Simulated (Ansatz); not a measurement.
# GdB2 (P6/mmm): comparison of magnetic orders

Aim: a comparison of magnetic orders, for GdB2 (P6/mmm), run from a script.

Computed with Ansatz 0.2.0 through its Python package. Level of theory: DFT PBEsol, plane waves, PAW.

## Step 1: Starting point

It takes space group P6/mmm (No. 191, hexagonal). Conventional cell: a = 3.315 Å, b = 3.315 Å, c = 3.936 Å, α = 90.00°, β = 90.00°, γ = 120.00°. Around Gd (site symmetry 6/mmm) lie 12 B at 2.75 Å. Around B (site symmetry -6m2) lie 3 B at 1.91 Å and 6 Gd at 2.75 Å.

No structure file is read: the coordinates are typed or built in the script.

## Step 2: The code

Input file orders.py:

```python
# -*- coding: utf-8 -*-
"""Magnetic orders of GdB2 compared."""

import ansatz
import numpy as np


def count_gap(report):
    # lowest empty less highest filled band, counting bands; zero where they overlap
    return max(report.get("gap_by_band_count_ev") or 0.0, 0.0)

CELL = [
    (6.63, 0.0, 0.0),
    (-1.6575, 2.87087, 0.0),
    (0.0, 0.0, 3.936),
]
ATOMS = [
    ("Gd", (0.0, 0.0, 0.0)),
    ("B", (1 / 6, 2 / 3, 0.5)),
    ("B", (1 / 3, 1 / 3, 0.5)),
    ("Gd", (0.5, 0.0, 0.0)),
    ("B", (2 / 3, 2 / 3, 0.5)),
    ("B", (5 / 6, 1 / 3, 0.5)),
]


def with_moments(moments):
    crystal = ansatz.Crystal(lattice=ansatz.Lattice.of(CELL))
    for (symbol, position), moment in zip(ATOMS, moments):
        crystal = crystal.atom(symbol, position, moment=moment or None)
    return crystal

# starting moments in muB, one an atom
orders = {
    "FM": [7, 0, 0, 7, 0, 0],
    "AFM": [7, 0, 0, -7, 0, 0],
}

rows = []
for label, moments in orders.items():
    job = (
        with_moments(moments).calculation()
        .occupations("gaussian")
        .basis(35 * ansatz.Ry)
        .functional("pbesol")
        .kpoints(10, 10, 8)
        .pseudopotentials("paw")
        .spin("collinear")
        .band_table()
    )
    r = job.run(threads=1).report
    rows.append((label, r["free_energy_ev"], r["magnetization_mub"], r["absolute_magnetization_mub"], max(abs(m) for m in r["site_moments_mub"]), count_gap(r)))
    print(label, "site moments:", [round(m, 2) for m in r["site_moments_mub"]])

lowest = min(row[1] for row in rows)
rows = [(row[0], 1000 * (row[1] - lowest) / 2, *row[2:]) for row in sorted(rows, key=lambda row: row[1])]
print("         order  meV/magnetic atom         net muB    absolute muB  largest site muB  gap by band count eV")
for row in rows:
    print(f"{str(row[0]):>14s}  {row[1]:17.2f}  {row[2]:14.3f}  {row[3]:14.3f}  {row[4]:16.3f}  {row[5]:20.3f}")
print("lowest of these starts:", rows[0][0])
```

## Step 3: The run

Run with:

```bash
> python orders.py
```

**Question.** Which magnetic state ends lowest, and by how much?

**Answer**, as computed:

| quantity | value |
| --- | --- |
| runs compared | 2 |
| lowest | run 1 (FM) |
| next above it by | 0.5 meV/atom |

In order of energy: ferromagnetic (+0.0 meV an atom, largest site moment 6.95 μB) and antiferro- or ferrimagnetic (+0.5 meV an atom, largest site moment 6.92 μB). These are the states reached from the starts typed. Open f shells: without a Hubbard U, without spin-orbit coupling; the state reached hangs on the start and needn't be the lowest. Each row is the state reached from that start at the given structure, not necessarily the lowest of its order; other orders weren't tried.
